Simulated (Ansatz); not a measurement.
# C₂H₉GaS: small, medium and large basis sets

The task here is to estimate one member of a computed series from the others.

Program: Ansatz 0.2.0, Gaussian basis. Level of theory: one geometry, several basis sets. These are calculated values, not measurements.

Levels to be run: PBE0-D4/def2-SVP; ωB97M-V/def2-SVP; PBE0-D4/def2-QZVPP; ωB97M-V/def2-QZVPP; the functionals' def2-TZVPP values are taken from earlier runs.

### The geometry

All runs share one geometry, relaxed beforehand with PBE0-D4 in a triple-zeta def2 set.

SMILES `[CH3][GaH-]([CH3])[SH2+]`, 13 atoms, charge 0, spin multiplicity 1.

Atoms are counted from 1 here; the program's logs count them from 0.

Bond lengths: C1–Ga2 1.986 Å, C1–H5 1.093 Å, C1–H6 1.093 Å, C1–H7 1.094 Å, Ga2–C3 1.984 Å, Ga2–S4 2.661 Å, Ga2–H8 1.585 Å, C3–H9 1.094 Å, C3–H10 1.093 Å, C3–H11 1.092 Å, S4–H12 1.344 Å, S4–H13 1.343 Å. Angles: Ga2–C1–H5 112.3°, Ga2–C1–H6 111.9°, Ga2–C1–H7 109.5°, H5–C1–H6 108.6°, H5–C1–H7 107.1°, H6–C1–H7 107.2°, C1–Ga2–C3 119.3°, C1–Ga2–S4 98.1°, C1–Ga2–H8 118.5°, C3–Ga2–S4 96.9°, C3–Ga2–H8 119.1°, S4–Ga2–H8 92.7°, Ga2–C3–H9 109.4°, Ga2–C3–H10 112.0°, Ga2–C3–H11 112.1°, H9–C3–H10 107.2°, H9–C3–H11 107.3°, H10–C3–H11 108.6° and more.

Coordinates:

```
C    -0.5046    1.6005   -0.5663
Ga   -0.1602   -0.3532   -0.6696
C     1.6732   -1.0333   -0.3361
S    -1.1885   -1.0399    1.6866
H    -1.5667    1.8297   -0.4519
H     0.0436    2.0678    0.2561
H    -0.1694    2.0800   -1.4913
H    -1.1870   -1.2609   -1.4652
H     2.2786   -0.9032   -1.2383
H     2.1720   -0.4883    0.4693
H     1.6784   -2.0978   -0.0923
H    -0.6852   -0.0216    2.4043
H    -2.3636   -0.4144    1.5094
```

The first run:

Input file in.yaml:

```yaml
crystal:
  periodic: [false, false, false]
  atoms:
    - {symbol: C, position_ang: [-0.504569, 1.600537, -0.566335]}
    - {symbol: Ga, position_ang: [-0.160222, -0.353161, -0.669572]}
    - {symbol: C, position_ang: [1.673158, -1.033325, -0.336092]}
    - {symbol: S, position_ang: [-1.188454, -1.039933, 1.686637]}
    - {symbol: H, position_ang: [-1.566708, 1.829677, -0.451918]}
    - {symbol: H, position_ang: [0.043566, 2.067777, 0.256066]}
    - {symbol: H, position_ang: [-0.169383, 2.079975, -1.491309]}
    - {symbol: H, position_ang: [-1.187050, -1.260914, -1.465178]}
    - {symbol: H, position_ang: [2.278554, -0.903163, -1.238317]}
    - {symbol: H, position_ang: [2.171967, -0.488324, 0.469342]}
    - {symbol: H, position_ang: [1.678365, -2.097800, -0.092273]}
    - {symbol: H, position_ang: [-0.685249, -0.021611, 2.404299]}
    - {symbol: H, position_ang: [-2.363574, -0.414434, 1.509449]}
basis:
  gaussian: {orbitals: def2-SVP}
hamiltonian: {xc: pbe0, dispersion: d4}
output: {orbitals: {seedname: orbitals}}
```

Launch:

```
> ansatz run in.yaml --threads 4 --pin off --events-out ev --progress --plain --max-ram 10444MiB
```

Steps of the session up to this table: PBE0-D4 in def2-SVP; ωB97M-V in def2-SVP; PBE0-D4 in def2-QZVPP; ωB97M-V in def2-QZVPP.

One of the session's tables, all rows but one given; the rest of the session is left out.

It belongs to the step «Functionals by basis». 

| functional | basis | HOMO (eV) | LUMO (eV) |
| --- | --- | --- | --- |
| PBE0-D4 | def2-SVP | -7.14 | 0.17 |
| PBE0-D4 | def2-TZVPP | ? | ? |
| PBE0-D4 | def2-QZVPP | -7.22 | -0.39 |
| ωB97M-V | def2-SVP | -9.36 | 2.11 |
| ωB97M-V | def2-TZVPP | -9.44 | 1.60 |
| ωB97M-V | def2-QZVPP | -9.45 | 1.05 |

Q: Estimate the row for PBE0-D4, def2-TZVPP from the others.

As computed: HOMO (eV): -7.21; LUMO (eV): -0.31. In the column «HOMO (eV)» it lies between PBE0-D4, def2-QZVPP (-7.22) and PBE0-D4, def2-SVP (-7.14).
